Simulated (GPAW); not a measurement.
# NiMoIrPdW (P3m1) in GPAW: notebook, part 2 of 2

GPAW 26.7.0. Earlier steps stand in the parts before.

**3. Band structure, PW91, collinear spin, ferromagnetic start**

File run.py:

```python
from ase import Atoms
from ase.dft.bandgap import bandgap
from ase.io import write
from ase.units import GPa
from ase.parallel import parprint
from gpaw import GPAW, PW, setup_paths

setup_paths.insert(0, '.')

atoms = Atoms(['Ni', 'Mo', 'Pd', 'Ir', 'W'],
              cell=[[4.1467010644, 0.0, 0.0],
                    [-2.0733505322, 3.5911484637, 0.0],
                    [0.0, 0.0, 5.41629]],
              scaled_positions=[[0.0, 0.0, 0.02221],
                                [0.6666666667, 0.3333333333, 0.45996],
                                [0.3333333333, 0.6666666667, 0.74601],
                                [0.3333333333, 0.6666666667, 0.25641],
                                [0.6666666667, 0.3333333333, 0.99985]],
              pbc=True)
atoms.set_initial_magnetic_moments([1.0, 1.0, 0.0, 0.6, 0.0])

calc = GPAW(mode=PW(600),
            xc='GGA_X_PW91+GGA_C_PW91',
            kpts={'size': (5, 5, 4), 'gamma': True},
            occupations={'name': 'fermi-dirac', 'width': 0.05},
            nbands=64,
            convergence={'density': 1e-05, 'energy': 1e-05},
            maxiter=150,
            txt='gpaw.txt')
atoms.calc = calc
energy = atoms.get_potential_energy()
forces = atoms.get_forces()
stress = atoms.get_stress()
calc.write('gs.gpw')
write('result.traj', atoms)
parprint(f'Energy: {energy:.6f} eV')
parprint('Forces (eV/A):')
parprint(forces.round(4))
parprint('Stress (GPa):', (stress / GPa).round(3))
parprint('Moments:', calc.get_magnetic_moments().round(3))
parprint('Fermi level:', round(calc.get_fermi_level(), 4), 'eV')
parprint(f'Gap: {bandgap(calc)[0]:.4f} eV, direct: {bandgap(calc, direct=True)[0]:.4f} eV')

path = atoms.cell.bandpath('GMKGALHA,LM,KH', npoints=80, eps=1e-4)
bs_calc = calc.fixed_density(kpts=path, symmetry='off', nbands=88,
                             convergence={'bands': 'CBM+6.0', 'eigenstates': 1e-6}, txt='bands.txt')
bs = bs_calc.band_structure()
bs.write('bs.json')
parprint(f'Gap on the path: {bandgap(bs_calc)[0]:.4f} eV')
```

Potentials or basis: PAW data sets generated in the run's folder for this functional, pw.

Launch:

```
$ gpaw-setup -f GGA_X_PW91+GGA_C_PW91 Ir Mo Ni Pd W
$ OMP_NUM_THREADS=1 mpirun -n 8 gpaw python run.py
```

Wall time 1.8 min (8 MPI ranks of AMD EPYC 7R43 (Zen 3), shared host); peak memory 0.37 GiB.

The run converged. Its results:

| Item | Value |
| --- | --- |
| Free energy | -42.5829 eV |
| Pressure | 0.2 GPa |
| Largest force | 0.165 eV/Å |
| Band gap along the path | none (metal or under the smearing width) |
| Net moment | 0.00 μB per cell |

Forces on the atoms (eV/Å):
```
Ni   0.000  0.000 -0.020
Mo   0.000  0.000 -0.119
Pd   0.000  0.000 -0.090
Ir   0.000  0.000  0.165
W    0.000  0.000  0.064
```

Stress tensor (GPa, compression positive):
```
0.07 0.00 0.00
0.00 0.07 0.00
0.00 0.00 0.52
```

Levels at the corners of the path, in eV from the Fermi level:
Spin up:
| point | band 35 | band 36 | band 37 | band 38 | band 39 | band 40 |
| --- | --- | --- | --- | --- | --- | --- |
| Γ | -1.37 | -1.37 | -0.70 | 0.83 | 0.83 | 2.03 |
| M | -1.22 | -0.14 | 0.02 | 0.34 | 0.85 | 1.59 |
| K | -1.22 | -1.10 | -0.98 | -0.33 | 0.55 | 0.92 |
| Γ | -1.37 | -1.37 | -0.70 | 0.83 | 0.83 | 2.03 |
| A | -0.47 | -0.47 | -0.34 | 0.48 | 0.76 | 0.76 |
| L | -1.35 | -0.91 | -0.71 | 0.01 | 0.68 | 0.80 |
| H | -1.68 | -1.05 | -0.29 | -0.13 | 0.55 | 0.91 |
| A | -0.47 | -0.47 | -0.34 | 0.48 | 0.76 | 0.76 |
| L | -1.35 | -0.91 | -0.71 | 0.01 | 0.68 | 0.80 |
| M | -1.22 | -0.14 | 0.02 | 0.34 | 0.85 | 1.59 |
| K | -1.22 | -1.10 | -0.98 | -0.33 | 0.55 | 0.92 |
| H | -1.68 | -1.05 | -0.29 | -0.13 | 0.55 | 0.91 |
Spin down:
```
point  band 33  band 34  band 35  band 36  band 37  band 38  band 39  band 40  band 41  band 42
    Γ    -1.60    -1.60    -1.37    -1.37    -0.70     0.83     0.83     2.03     2.03     2.46
    M    -1.60    -1.51    -1.22    -0.14     0.02     0.34     0.85     1.59     1.69     2.12
    K    -1.42    -1.30    -1.22    -1.10    -0.98    -0.33     0.55     0.92     1.80     1.95
    Γ    -1.60    -1.60    -1.37    -1.37    -0.70     0.83     0.83     2.03     2.03     2.46
    A    -1.32    -1.32    -0.47    -0.47    -0.34     0.48     0.76     0.76     1.51     1.51
    L    -1.96    -1.79    -1.35    -0.91    -0.71     0.01     0.68     0.80     1.23     1.44
    H    -2.00    -1.93    -1.68    -1.05    -0.29    -0.13     0.55     0.91     1.32     1.64
    A    -1.32    -1.32    -0.47    -0.47    -0.34     0.48     0.76     0.76     1.51     1.51
    L    -1.96    -1.79    -1.35    -0.91    -0.71     0.01     0.68     0.80     1.23     1.44
    M    -1.60    -1.51    -1.22    -0.14     0.02     0.34     0.85     1.59     1.69     2.12
    K    -1.42    -1.30    -1.22    -1.10    -0.98    -0.33     0.55     0.92     1.80     1.95
    H    -2.00    -1.93    -1.68    -1.05    -0.29    -0.13     0.55     0.91     1.32     1.64
```

Caveat: the stock nickel data set gives pressures a few GPa off other programs; spin-orbit coupling is left out, which moves the levels of the heavy elements.

**4. Band structure, r2SCAN, collinear spin, ferromagnetic start**

Edit run.py of step 3 so:

```diff
@@ -5,5 +5,3 @@
 from ase.parallel import parprint
-from gpaw import GPAW, PW, setup_paths
-
-setup_paths.insert(0, '.')
+from gpaw import GPAW, PW
 
@@ -22,3 +20,3 @@
 calc = GPAW(mode=PW(600),
-            xc='GGA_X_PW91+GGA_C_PW91',
+            xc='MGGA_X_R2SCAN+MGGA_C_R2SCAN',
             kpts={'size': (5, 5, 4), 'gamma': True},
```

Potentials or basis: GPAW PAW data sets (gpaw-data 1.2.1), pw.

Launch:

```
$ OMP_NUM_THREADS=1 mpirun -n 8 gpaw python run.py
```

Wall time 10 min (8 MPI ranks of AMD EPYC 7R43 (Zen 3), shared host); peak memory 0.47 GiB.

It converged, with:

```yaml
Free_energy: -101.5289 eV
Pressure: -3.8 GPa
Largest_force: 0.413 eV/Å
Band_gap_along_the_path: none (metal or under the smearing width)
Net_moment: 0.00 μB per cell
```

Forces on the atoms (eV/Å):
```
Ni   0.000  0.000 -0.025
Mo   0.000  0.000 -0.413
Pd   0.000  0.000 -0.049
Ir   0.000  0.000  0.180
W    0.000  0.000  0.306
```

Stress tensor (GPa, compression positive):
```
-4.01  0.00  0.00
 0.00 -4.01  0.00
 0.00  0.00 -3.40
```

Levels at the corners of the path, in eV from the Fermi level:
Spin up:
| point | band 33 | band 34 | band 35 | band 36 | band 37 | band 38 | band 39 | band 40 | band 41 | band 42 |
| --- | --- | --- | --- | --- | --- | --- | --- | --- | --- | --- |
| Γ | -1.69 | -1.69 | -1.40 | -1.40 | -0.72 | 0.93 | 0.93 | 2.17 | 2.17 | 2.58 |
| M | -1.67 | -1.58 | -1.29 | -0.16 | 0.07 | 0.37 | 0.88 | 1.71 | 1.80 | 2.27 |
| K | -1.48 | -1.39 | -1.23 | -1.15 | -1.02 | -0.36 | 0.65 | 1.02 | 1.93 | 2.05 |
| Γ | -1.69 | -1.69 | -1.40 | -1.40 | -0.72 | 0.93 | 0.93 | 2.17 | 2.17 | 2.58 |
| A | -1.36 | -1.36 | -0.49 | -0.49 | -0.43 | 0.46 | 0.88 | 0.88 | 1.65 | 1.65 |
| L | -2.07 | -1.86 | -1.42 | -0.96 | -0.70 | -0.02 | 0.80 | 0.80 | 1.33 | 1.56 |
| H | -2.04 | -2.03 | -1.76 | -1.09 | -0.38 | -0.15 | 0.66 | 1.01 | 1.37 | 1.76 |
| A | -1.36 | -1.36 | -0.49 | -0.49 | -0.43 | 0.46 | 0.88 | 0.88 | 1.65 | 1.65 |
| L | -2.07 | -1.86 | -1.42 | -0.96 | -0.70 | -0.02 | 0.80 | 0.80 | 1.33 | 1.56 |
| M | -1.67 | -1.58 | -1.29 | -0.16 | 0.07 | 0.37 | 0.88 | 1.71 | 1.80 | 2.27 |
| K | -1.48 | -1.39 | -1.23 | -1.15 | -1.02 | -0.36 | 0.65 | 1.02 | 1.93 | 2.05 |
| H | -2.04 | -2.03 | -1.76 | -1.09 | -0.38 | -0.15 | 0.66 | 1.01 | 1.37 | 1.76 |
Spin down:
```csv
point,band 34,band 35,band 36,band 37,band 38,band 39,band 40,band 41
Γ,-1.69,-1.40,-1.40,-0.72,0.93,0.93,2.17,2.17
M,-1.58,-1.29,-0.16,0.07,0.37,0.88,1.71,1.80
K,-1.39,-1.23,-1.15,-1.02,-0.36,0.65,1.02,1.93
Γ,-1.69,-1.40,-1.40,-0.72,0.93,0.93,2.17,2.17
A,-1.36,-0.49,-0.49,-0.43,0.46,0.88,0.88,1.65
L,-1.86,-1.42,-0.96,-0.70,-0.02,0.80,0.80,1.33
H,-2.03,-1.76,-1.09,-0.38,-0.15,0.66,1.01,1.37
A,-1.36,-0.49,-0.49,-0.43,0.46,0.88,0.88,1.65
L,-1.86,-1.42,-0.96,-0.70,-0.02,0.80,0.80,1.33
M,-1.58,-1.29,-0.16,0.07,0.37,0.88,1.71,1.80
K,-1.39,-1.23,-1.15,-1.02,-0.36,0.65,1.02,1.93
H,-2.03,-1.76,-1.09,-0.38,-0.15,0.66,1.01,1.37
```

Caveat: the stock nickel data set gives pressures a few GPa off other programs; the PAW data sets were made with another functional, which shifts forces and pressure a little; spin-orbit coupling is left out, which moves the levels of the heavy elements.

**5. Overview**

| level | potentials or basis | pressure (GPa) | moment (μB) | largest force (eV/Å) |
| --- | --- | --- | --- | --- |
| AM05 | PAW data sets generated in the run's folder for this functional, pw | -8.6 | 0.00 | 0.26 |
| PW91 | PAW data sets generated in the run's folder for this functional, pw | 0.2 | 0.00 | 0.17 |
| r2SCAN | GPAW PAW data sets (gpaw-data 1.2.1), pw | -3.8 | 0.00 | 0.41 |

Alike in all rows: task band structure; spin collinear, ferromagnetic start; cell as given; k mesh 5 × 5 × 4; cutoff (eV) 600; smearing fermi-dirac 0.05 eV.

Caveats: the stock nickel data set gives pressures a few GPa off other programs; spin-orbit coupling is left out, which moves the levels of the heavy elements; the PAW data sets were made with another functional, which shifts forces and pressure a little (some runs).

Total energies depend on the potentials used, so only differences within one code and one set of settings carry meaning.
